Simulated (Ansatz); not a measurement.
# C2H10GeN2: the cost of one run

All numbers below are computed with Ansatz 0.2.0 (RKS PBE/def2-SVP).

**1. The structure to begin with**

Bond lengths: N1–C2 1.472 Å, C2–N3 1.431 Å, C2–C4 1.531 Å, C4–Ge5 2.023 Å, N1–H6 1.105 Å, N1–H7 0.998 Å, C2–H8 1.121 Å, N3–H9 1.045 Å, N3–H10 1.086 Å, C4–H11 1.106 Å, C4–H12 1.063 Å, Ge5–H13 1.595 Å, Ge5–H14 1.513 Å, Ge5–H15 1.568 Å. Angles (14 of 24 angles, heavy atoms first): N1–C2–N3 107.0°, N1–C2–C4 113.7°, N3–C2–C4 106.6°, C2–C4–Ge5 109.5°, N1–C2–H8 112.9°, N3–C2–H8 106.4°, C4–C2–H8 109.7°, C2–N1–H6 104.9°, C2–N1–H7 111.2°, C2–N3–H9 111.5°, C2–N3–H10 109.6°, C2–C4–H11 110.3°, C2–C4–H12 112.2°, Ge5–C4–H11 104.8°.

As a file:

```xyz
15

N    -0.1925   -0.6096    1.6278
C     0.5088    0.2442    0.6550
N     1.9012    0.1925    0.9804
C     0.3788   -0.2359   -0.7926
Ge   -1.5118    0.0757   -1.4410
H    -1.2646   -0.3904    1.4760
H    -0.0180   -1.5763    1.4520
H     0.2073    1.3217    0.7236
H     2.4479    0.8974    0.4370
H     2.0495    0.5269    2.0025
H     0.5186   -1.3314   -0.8466
H     1.0121    0.3055   -1.4534
H    -1.9199    1.6028   -1.2283
H    -1.6210   -0.2469   -2.9154
H    -2.5184   -0.8269   -0.6478
```

**2. End point A**

The input, input.yaml:

```yaml
crystal:
  periodic: [false, false, false]
  atoms:
    - { symbol: "N", position_ang: [-0.1925, -0.6096, 1.6278] }
    - { symbol: C, position_ang: [0.5088, 0.2442, 0.655] }
    - { symbol: "N", position_ang: [1.9012, 0.1925, 0.9804] }
    - { symbol: C, position_ang: [0.3788, -0.2359, -0.7926] }
    - { symbol: Ge, position_ang: [-1.5118, 0.0757, -1.441] }
    - { symbol: H, position_ang: [-1.2646, -0.3904, 1.476] }
    - { symbol: H, position_ang: [-0.018, -1.5763, 1.452] }
    - { symbol: H, position_ang: [0.2073, 1.3217, 0.7236] }
    - { symbol: H, position_ang: [2.4479, 0.8974, 0.437] }
    - { symbol: H, position_ang: [2.0495, 0.5269, 2.0025] }
    - { symbol: H, position_ang: [0.5186, -1.3314, -0.8466] }
    - { symbol: H, position_ang: [1.0121, 0.3055, -1.4534] }
    - { symbol: H, position_ang: [-1.9199, 1.6028, -1.2283] }
    - { symbol: H, position_ang: [-1.621, -0.2469, -2.9154] }
    - { symbol: H, position_ang: [-2.5184, -0.8269, -0.6478] }
basis:
  gaussian: { orbitals: def2-SVP }
hamiltonian:
  xc: pbe
relax:
  f_tol: 0.015
  max_steps: 40
```

Started as:

```console
$ ansatz run input.yaml --threads 2 --pin off --max-ram 3072MiB --backend cpu --events-out ev --progress --plain --runs-dir out
```

What time and memory should one allow on 2 threads of Arm Neoverse V1, shared host?

About 55 s, with a peak of 0.19 GiB.
